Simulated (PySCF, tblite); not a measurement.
# C8H9 radical: geometry, infrared bands and EPR parameters

Aim: predict the infrared bands and EPR parameters of C8H9 radical (`[H]/[C]=C\CC#CCC=C`).

Computed with tblite 0.8.0 and PySCF 2.14.0, with density-fitted response routines of our own, on a single molecule in the gas phase. Atoms are numbered from 0 throughout.

## 1. Starting geometry

17 atoms, charge 0, multiplicity 2; geometry from: force field or distance geometry start.

Bonds of the start (Å): C0–C1 1.31, C1–C2 1.49, C2–C3 1.48, C3–C4 1.20, C4–C5 1.48, C5–C6 1.49, C6–C7 1.34, C0–H8 1.06, C1–H9 1.10, C2–H10 1.09, C2–H11 1.09, C5–H12 1.10, C5–H13 1.10, C6–H14 1.08, C7–H15 1.09, C7–H16 1.09.

## 2. Optimising the geometry with GFN2-xTB

Job settings and geometry (Å):

```
{"job": {"kind": "relax", "xc": "GFN2-xTB", "basis": "xTB"}, "charge": 0, "multiplicity": 2}
C      3.885400    -0.827700     0.034100
C      2.756700    -0.569500     0.649900
C      2.150400     0.779000     0.809800
C      0.782300     0.782900     0.238800
C     -0.331500     0.767600    -0.198700
C     -1.693600     0.761300    -0.767200
C     -2.337600    -0.562100    -0.507100
C     -3.454300    -0.730700     0.213200
H      4.792000    -1.034700    -0.479600
H      2.241100    -1.402100     1.145000
H      2.744600     1.543900     0.303200
H      2.102000     1.041400     1.871500
H     -2.279200     1.582000    -0.320800
H     -1.645800     0.930700    -1.849000
H     -1.857900    -1.429100    -0.936400
H     -3.880800    -1.725600     0.369100
H     -3.980900     0.104700     0.666400
```

Started as:

```
$ OMP_NUM_THREADS=1 python probes_run.py task.json out
```

This one command runs all jobs of the session in turn.

The log of the run:

```text
step      E/eV     max force
  0    -584.43096    2.730
  1    -584.46714    2.552
  2    -584.52791    1.386
  3    -584.52396    1.324
  4    -584.54174    0.222
  5    -584.54439    0.235
  6    -584.54869    0.231
  7    -584.55152    0.115
  8    -584.55281    0.082
  9    -584.55463    0.104
 10    -584.55577    0.117
 11    -584.55716    0.129
 12    -584.55950    0.167
 13    -584.56525    0.298
 14    -584.56780    0.612
 15    -584.57967    0.360
 16    -584.59444    0.330
 17    -584.60796    0.578
 18    -584.62321    0.311
 19    -584.62999    0.230
 20    -584.64174    0.451
 21    -584.64831    0.238
 22    -584.65626    0.210
 23    -584.66538    0.194
 24    -584.67401    0.205
 25    -584.67940    0.178
 26    -584.68308    0.165
 27    -584.68653    0.159
 28    -584.68892    0.127
 29    -584.69067    0.099
 30    -584.69200    0.091
 31    -584.69299    0.065
 32    -584.69359    0.056
 33    -584.69397    0.049
 34    -584.69426    0.043
 35    -584.69449    0.031
 36    -584.69466    0.022
 37    -584.69479    0.039
 38    -584.69493    0.041
 39    -584.69505    0.032
 40    -584.69513    0.020
 41    -584.69518    0.023
 42    -584.69525    0.027
 43    -584.69536    0.032
 44    -584.69549    0.029
 45    -584.69558    0.021
 46    -584.69565    0.019
 47    -584.69570    0.021
 48    -584.69575    0.021
 49    -584.69578    0.013
 50    -584.69580    0.008
```

It took 0.18 s on 1 thread of AMD EPYC 9B45, shared host.

Relaxation path: (not every step is listed) (the energy doesn't fall at every step)

| step | energy from step 0 (eV) | largest force (eV/Å) |
| --- | --- | --- |
| 0 | 0.0000 | 2.7296 |
| 1 | -0.0362 | 2.5520 |
| 2 | -0.0969 | 1.3862 |
| 3 | -0.0930 | 1.3239 |
| 4 | -0.1108 | 0.2223 |
| 5 | -0.1134 | 0.2351 |
| 6 | -0.1177 | 0.2309 |
| 7 | -0.1206 | 0.1147 |
| 8 | -0.1218 | 0.0822 |
| 11 | -0.1262 | 0.1293 |
| 14 | -0.1368 | 0.6124 |
| 17 | -0.1770 | 0.5783 |
| 20 | -0.2108 | 0.4512 |
| 23 | -0.2344 | 0.1937 |
| 26 | -0.2521 | 0.1653 |
| 29 | -0.2597 | 0.0987 |
| 32 | -0.2626 | 0.0564 |
| 35 | -0.2635 | 0.0312 |
| 38 | -0.2640 | 0.0405 |
| 41 | -0.2642 | 0.0226 |
| 44 | -0.2645 | 0.0294 |
| 45 | -0.2646 | 0.0213 |
| 46 | -0.2647 | 0.0191 |
| 47 | -0.2647 | 0.0212 |
| 48 | -0.2648 | 0.0213 |
| 49 | -0.2648 | 0.0132 |
| 50 | -0.2648 | 0.0076 |

Close pairs (by a distance rule), those that changed most:

| bond | before (Å) | after (Å) | change (Å) |
| --- | --- | --- | --- |
| C1–C2 | 1.487 | 1.539 | +0.051 |
| C2–C3 | 1.482 | 1.444 | -0.039 |
| C0–C1 | 1.311 | 1.287 | -0.025 |
| C4–C5 | 1.476 | 1.452 | -0.024 |
| C6–C7 | 1.340 | 1.319 | -0.021 |
| C7–H15 | 1.094 | 1.077 | -0.017 |
| C1–H9 | 1.097 | 1.083 | -0.014 |
| C5–H12 | 1.103 | 1.094 | -0.009 |

The end geometry stands in the next job.

## 3. Vibrational analysis with GFN2-xTB

Job settings and geometry (Å):

```
{"job": {"kind": "ir", "xc": "GFN2-xTB", "basis": "xTB"}, "charge": 0, "multiplicity": 2}
C      3.798127    -1.027836     0.083703
C      2.709285    -0.685854     0.678226
C      2.153634     0.746174     0.766134
C      0.811116     0.781475     0.236631
C     -0.298570     0.769185    -0.219982
C     -1.651565     0.755149    -0.747650
C     -2.302339    -0.571753    -0.483827
C     -3.416340    -0.725886     0.204863
H      4.584225    -0.571533    -0.471671
H      2.079039    -1.409723     1.180765
H      2.797863     1.428990     0.207759
H      2.146346     1.041348     1.819905
H     -2.230852     1.561011    -0.288157
H     -1.606605     0.931276    -1.828463
H     -1.784128    -1.426960    -0.897549
H     -3.852738    -1.696122     0.371092
H     -3.943496     0.113090     0.630451
```

The log of the run:

```text
mode    cm-1     km/mol
  1     -10.4      0.31
  2      51.7      0.26
  3      56.1      0.12
  4      97.9      0.47
  5     172.5      0.34
  6     218.0      2.71
  7     292.2      0.40
  8     345.1      2.80
  9     386.0      2.19
 10     397.2      1.34
 11     434.8      0.57
 12     592.8      6.00
 13     625.7      0.72
 14     729.8     87.64
 15     817.6      6.21
 16     874.4      9.02
 17     890.6     21.45
 18     910.4      3.41
 19     937.3     18.57
 20     944.9      7.33
 21     960.1      2.31
 22    1021.4     14.43
 23    1093.7      3.08
 24    1117.1      1.23
 25    1175.9      1.86
 26    1186.7     23.27
 27    1213.3      1.46
 28    1254.3      0.13
 29    1267.5      0.46
 30    1303.3      6.25
 31    1414.5      2.83
 32    1429.3      1.75
 33    1436.2      2.12
 34    1718.3     16.90
 35    1721.2      4.29
 36    2391.3     16.99
 37    2921.2     31.64
 38    2931.7     29.19
 39    2955.9     35.72
 40    2966.9     28.21
 41    3013.9     25.46
 42    3061.1     29.88
 43    3094.6     29.82
 44    3123.4     53.70
 45    3191.6     26.88
```

It took 0.32 s on 1 thread of AMD EPYC 9B45, shared host.

Which atoms move in the most intense modes:

| cm⁻¹ | km/mol | atoms |
| --- | --- | --- |
| 730 | 87.6 | H8 59 %, C0 23 % |
| 2921 | 31.6 | H13 90 % |
| 2932 | 29.2 | H11 90 % |
| 2956 | 35.7 | H12 90 % |
| 2967 | 28.2 | H10 90 % |
| 3061 | 29.9 | H14 90 % |
| 3095 | 29.8 | H16 73 %, H15 22 % |
| 3123 | 53.7 | H15 70 %, H16 19 % |

## 4. EPR parameters: B3LYP/pcH-1

Same as in step 3 but for these lines:

```diff
@@ -1,2 +1,2 @@
-{"job": {"kind": "ir", "xc": "GFN2-xTB", "basis": "xTB"}, "charge": 0, "multiplicity": 2}
+{"job": {"kind": "epr", "basis": "pcH-1"}, "charge": 0, "multiplicity": 2}
 C      3.798127    -1.027836     0.083703
```

Method: UKS B3LYP, pcH-1 on C H, non-relativistic, mean-field spin-orbit, GIAO.

The log of the run:

```text
UKS, coarse grid
  cycle   1  E = -310.03390440  |g| = 3.45e-01
  cycle   2  E = -310.04350174  |g| = 3.25e-01
  cycle   3  E = -310.09937071  |g| = 4.55e-02
  cycle   4  E = -310.09972964  |g| = 3.94e-02
  cycle   5  E = -310.10049876  |g| = 1.15e-02
  cycle   6  E = -310.10056195  |g| = 7.17e-03
  cycle   7  E = -310.10059594  |g| = 2.52e-03
  cycle   8  E = -310.10060590  |g| = 1.29e-03
  cycle   9  E = -310.10060915  |g| = 6.11e-04
UKS, final grid
  cycle   1  E = -310.10057548  |g| = 8.30e-04
  cycle   2  E = -310.10057484  |g| = 1.49e-03
  cycle   3  E = -310.10057599  |g| = 1.59e-04
  cycle   4  E = -310.10057603  |g| = 1.29e-04
  cycle   5  E = -310.10057606  |g| = 1.24e-04
  cycle   6  E = -310.10057607  |g| = 1.64e-05
  cycle   7  E = -310.10057607  |g| = 4.60e-06
E = -310.10057607 Eh   <S^2> = 0.7588 (exact 0.7500)
g shifts (ppm)      1          2          3
  rmc          -148       -148       -148
  gc             34          8        -49
  oz_so        -412          9        547
  total        -525       -131        350
hyperfine (MHz)  atom isotope    a_iso     a_fc   dipolar eigenvalues
    0   13C     316.11     316.11    -81.24    -59.74    140.98
    1   13C     -14.04     -14.04    -19.01      2.28     16.73
    2   13C      94.07      94.07     -8.64     -7.71     16.35
    3   13C      -6.19      -6.19     -1.61     -0.27      1.88
    4   13C       2.88       2.88     -1.63     -1.58      3.21
    5   13C      -0.72      -0.72     -0.13     -0.06      0.19
    6   13C       0.89       0.89     -0.14     -0.05      0.19
    7   13C       0.04       0.04     -0.10      0.01      0.08
    8    1H      37.35      37.35    -32.28     -6.90     39.18
    9    1H     109.18     109.18     -6.20     -5.34     11.54
   10    1H      -6.06      -6.06     -6.23     -1.46      7.69
   11    1H      -7.79      -7.79     -4.15     -1.71      5.86
   12    1H       2.85       2.85     -0.38     -0.34      0.72
   13    1H       0.73       0.73     -0.40     -0.36      0.76
   14    1H      -0.04      -0.04     -0.48     -0.32      0.80
   15    1H      -0.03      -0.03     -0.19     -0.16      0.35
   16    1H      -0.04      -0.04     -0.19     -0.16      0.35
```

Run time: 38 s. Hardware: 1 thread of AMD EPYC 9B45, shared host; peak memory 0.97 GiB.

Principal g values 2.00179, 2.00219, 2.00267; g(iso) = 2.00222, against 2.00232 for a free electron.

Hyperfine couplings; where a row names several nuclei, a(iso) is their mean (it holds for fast rotation or exchange) and the dipolar term the largest among them:

| nuclei | isotope | a(iso) (MHz) | a(iso) (G, at g = 2.0023) | largest dipolar term (MHz) |
| --- | --- | --- | --- | --- |
| C0 | 13C | 316.1 | 112.8 | 141.0 |
| H9 | 1H | 109.2 | 39.0 | 11.5 |
| C2 | 13C | 94.1 | 33.6 | 16.3 |
| H8 | 1H | 37.4 | 13.3 | 39.2 |
| C1 | 13C | -14.0 | -5.0 | -19.0 |
| H10, H11 | 1H | -6.9 | -2.5 | 7.7 |
| C3 | 13C | -6.2 | -2.2 | 1.9 |
| C4 | 13C | 2.9 | 1.0 | 3.2 |
| H12, H13 | 1H | 1.8 | 0.6 | 0.8 |
| C6 | 13C | 0.9 | 0.3 | 0.2 |
| C5 | 13C | -0.7 | -0.3 | 0.2 |
| C7 | 13C | 0.0 | 0.0 | -0.1 |
| H14 | 1H | 0.0 | 0.0 | 0.8 |
| H16 | 1H | 0.0 | 0.0 | 0.3 |

Mulliken spin populations:

C0 1.03; C1 -0.17; C2 0.08; C3 -0.01; C4 0.02; C5 0.00; C6 0.00; C7 0.00; H8 0.00; H9 0.05; H10 0.00; H11 0.00; H12 0.00; H13 0.00; H14 0.00; H15 0.00; H16 0.00

In first order the couplings over 0.8 MHz of 1H give 36 distinct lines over 58.5 G, if the averaged nuclei exchange fast; the same motion can average rows kept apart here too.

The fields below are evaluated on a grid from the run's orbitals.

ELF in a plane through or near 8 of the atoms.

Ten even steps from ' ' (0.00) to '@' (1.00):
```
                                                        
                                                        
                                                        
                  ..::                  ==**--          
        ::--::    ##%%++              ..@@@@@@==        
        --**==..--@@@@@@              --@@@@@@%%        
        ==****==**@@@@%%        ..::::++@@@@@@##        
        ==**%%%%==@@@@--        ..++******@@##::        
        --++%%%%..++++  ..--::  ..**%%##**++==..        
        ..--++++**%%++::++**++::  ++####--%%**::        
              ..**--==%%==%%##++..--::..##@@%%==        
              --##--::%%::%%****====--  --####::        
            ::%%@@##++##==%%##**--%%@@--  ....          
            ++@@@@%%--==##%%**==::@@@@@@                
            ==%%@@**  ::++**==....@@@@@@..              
              ==++..    ::--::    %%@@%%                
                          ..      ::==..                
                                                        
                                                        
                                                        
```
The map spans 14.2 Å across and 8.6 Å up, centred on the molecule. Atoms in the plane (x, y in Å): C1 (-2.7, 0.8), C2 (-2.2, -0.6), C3 (-0.8, -0.7), C7 (3.4, 0.7), H9 (-2.1, 1.6), H10 (-2.8, -1.4), H12 (2.2, -1.6), H15 (3.8, 1.7).

On the surface of density 0.002 e/bohr³ the electrostatic potential runs, from the 1st to the 99th percentile, from -0.80 V near C4 to 1.01 V near H8.

The spin density lies nearest to C0 69 %; H8 10 %; C1 7 % (beta excess).

## 5. Summary of results

| quantity | value |
| --- | --- |
| strongest single infrared mode (GFN2-xTB) | 730 cm⁻¹, 88 km/mol |
| zero-point energy (GFN2-xTB) | 84.0 kcal/mol |
| g(iso) (B3LYP) | 2.00222 |
| ⟨S²⟩ | 0.759 (exact 0.75) |
| largest a(iso) (averaged by class) | 13C on C0, 316.1 MHz |
| potential on the surface of density 0.002 e/bohr³, 1st and 99th percentile | -0.80 V and 1.01 V |

In words: The optimisation took 50 steps and gained 0.265 eV; among the close pairs (by a distance rule), C1–C2 changed most, from 1.487 to 1.539 Å. The lowest mode is slightly imaginary (10i cm⁻¹), a soft motion within the noise of the Hessian, so the minimum is not strictly shown. The strongest single mode, at 730 cm⁻¹, moves mainly H8. GFN2-xTB is a fitted tight-binding method: band positions and strengths are rough. Its intensities can rank the bands wrongly. Most of the unpaired spin sits on C0 (1.03 e). The isotropic g lies 0.1 ppt below the free-electron value. These values are for one conformer; the search (at its own cheap level) found 2 more, at 0.05, 2.39 kcal/mol, and measured spectra average over such forms.
